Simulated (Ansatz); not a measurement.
# CH6Se: the cost of one run

Method: RKS PBE-D4/def2-SVP; program: Ansatz 0.2.0, Gaussian basis.

Levels: PBE-D4, revPBE-D4, BLYP-D4, r2SCAN-D4, B97M-V, PBE0-D4, B3LYP-D4, HSE06-D4, wB97X-V, wB97M-V, B2PLYP, Hartree-Fock, MP2, CCSD, CCSD(T). The reference is CCSD(T) extrapolated to the basis limit. For elements past Ar these valence bases correlate outer-core shells poorly and lack relativity, so that limit is rough.

Correlated methods freeze the cores. Filled d shells of the heavier atoms are correlated. B3LYP uses VWN-RPA correlation. B2PLYP carries no dispersion term here.

176 further runs of the same task are left out: 176 set aside as unsound or not needed. Runs told in other sessions of the task aren't counted.

**1. Starting geometry**

The pair, from a GFN2-xTB docking trial: 8 atoms, charge 0, spin multiplicity 1.

Atoms are counted from 1 here; the program's logs count them from 0.

Bond lengths: C1–H2 1.084 Å, C1–H3 1.083 Å, C1–H4 1.085 Å, C1–H5 1.082 Å, Se6–H7 1.437 Å, Se6–H8 1.433 Å. Angles: H2–C1–H3 109.4°, H2–C1–H4 109.4°, H2–C1–H5 109.6°, H3–C1–H4 109.3°, H3–C1–H5 109.7°, H4–C1–H5 109.5°, H7–Se6–H8 91.7°.

Coordinates:

```
atom    x (Å)    y (Å)    z (Å)
  C1  -0.1258  -0.0100  -1.4722
  H2   0.6871  -0.6072  -1.0755
  H3   0.1051   0.2805  -2.4892
  H4  -0.2495   0.8806  -0.8650
  H5  -1.0413  -0.5867  -1.4570
 Se6   0.2841   0.5670   2.0885
  H7   0.0865  -0.8216   1.7744
  H8   0.2537   0.2974   3.4960
```

Atoms 1 to 5 are fragment A (CH4), the rest fragment B (H2Se).

**2. A first relaxation in a small basis**

pre/in.yaml reads:

```yaml
crystal:
  periodic: [false, false, false]
  atoms:
    - {symbol: C, position_ang: [-0.125800, -0.010000, -1.472200]}
    - {symbol: H, position_ang: [0.687100, -0.607200, -1.075500]}
    - {symbol: H, position_ang: [0.105100, 0.280500, -2.489200]}
    - {symbol: H, position_ang: [-0.249500, 0.880600, -0.865000]}
    - {symbol: H, position_ang: [-1.041300, -0.586700, -1.457000]}
    - {symbol: Se, position_ang: [0.284100, 0.567000, 2.088500]}
    - {symbol: H, position_ang: [0.086500, -0.821600, 1.774400]}
    - {symbol: H, position_ang: [0.253700, 0.297400, 3.496000]}
basis:
  gaussian: {orbitals: def2-SVP}
hamiltonian: {xc: pbe, dispersion: d4}
relax: {f_tol: 0.03, max_steps: 250}
```

Started as:

```console
> ansatz run in.yaml --threads 4 --pin off --events-out ev --progress --plain --max-ram 9574MiB
```

**Question.** How long does this run take on 4 threads of Arm Neoverse V1, shared host?

About 9 s.
